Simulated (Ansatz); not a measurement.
This script makes an equation of state with a fit of SiO2, space group I-42d with the Python package of Ansatz (0.2.0).

`eos.py`:
```python
import ansatz as az
import numpy as np

vectors0 = np.array([
    [-2.37405, 2.37405, 3.744],
    [2.37405, -2.37405, 3.744],
    [2.37405, 2.37405, -3.744],
])
sites = [
    ("Si", [0.0, 0.0, 0.0]),
    ("Si", [0.75, 0.25, 0.5]),
    ("O", [0.99838, 0.625, 0.87338]),
    ("O", [0.375, 0.24838, 0.37338]),
    ("O", [0.75162, 0.125, 0.12662]),
    ("O", [0.875, 0.00162, 0.62662]),
]


def crystal_on(cell):
    crystal = az.Crystal(lattice=az.Lattice.of(cell))
    for symbol, position in sites:
        crystal = crystal.atom(symbol, position)
    return crystal


def main() -> None:
    volumes, energies = [], []
    for scale in np.linspace(0.92, 1.08, 7):
        cell = vectors0 * scale ** (1 / 3)
        calc = (
            crystal_on(cell).calculation()
            .occupations(az.OccupationsMethod.FIXED)
            .functional(az.Functional.LDA)
            .basis(500)
            .kpoints(6, 6, 6)
        )
        summary = calc.run(threads=1).report
        volumes.append(abs(np.linalg.det(cell)) / len(sites))
        energies.append(summary["free_energy_ev"] / len(sites))
        print(f"V = {volumes[-1]:8.4f} A^3/atom  F = {energies[-1]:.5f} eV/atom")

    x = np.array(volumes) ** (-2 / 3)
    poly = np.polynomial.Polynomial.fit(x, energies, 3).convert()
    roots = poly.deriv().roots()
    x0 = min((r.real for r in roots if abs(r.imag) < 1e-9 and poly.deriv(2)(r.real) > 0), key=lambda r: abs(r - x.mean()))
    v0 = x0 ** -1.5
    b0 = 4 / 9 * poly.deriv(2)(x0) * v0 ** (-7 / 3) * 160.21766
    b1 = 4 + 2 / 3 * x0 * poly.deriv(3)(x0) / poly.deriv(2)(x0)
    print(f"V0 = {v0:.4f} A^3/atom, B0 = {b0:.1f} GPa, dB/dP = {b1:.2f}")


if __name__ == "__main__":
    main()
```

Its results, one of them left out:

| V (Å³/atom) | F less the lowest row shown (meV/atom) |
| --- | --- |
| 12.942 | 33.84 |
| 13.317 | 10.20 |
| 13.693 | 0.00 |
| 14.068 | 1.51 |
| 14.443 | 13.22 |
| 14.818 | 33.81 |
| 15.193 | ? |

What is the missing energy at 15.193 Å³ an atom?

A third-order Birch-Murnaghan fit, E = E0 + (9 V0 B0 / 16) [(t - 1)³ B' + (t - 1)² (6 - 4t)] with t = (V0/V)^(2/3), through the 6 rows shown gives V0 = 13.827 Å³, B0 = 175.1 GPa, B' = 4.08 and E0 = -0.72 meV. At V = 15.193 Å³, t = 0.93911, and the fit extrapolates to 62.16 meV. The run gave 62.13 meV, a miss of 0.03 meV.

What to keep in mind:
- Shape and fractional positions are held along the curve, so the bulk modulus is an upper value where they are free to relax.
- The structure is a deposited one; some such entries were measured under pressure or heat, so a shift against it needn't be the functional's error alone.
- Timing: 59 s on 1 thread of Arm Neoverse N1 (shared host), peak memory 0.39 GiB.
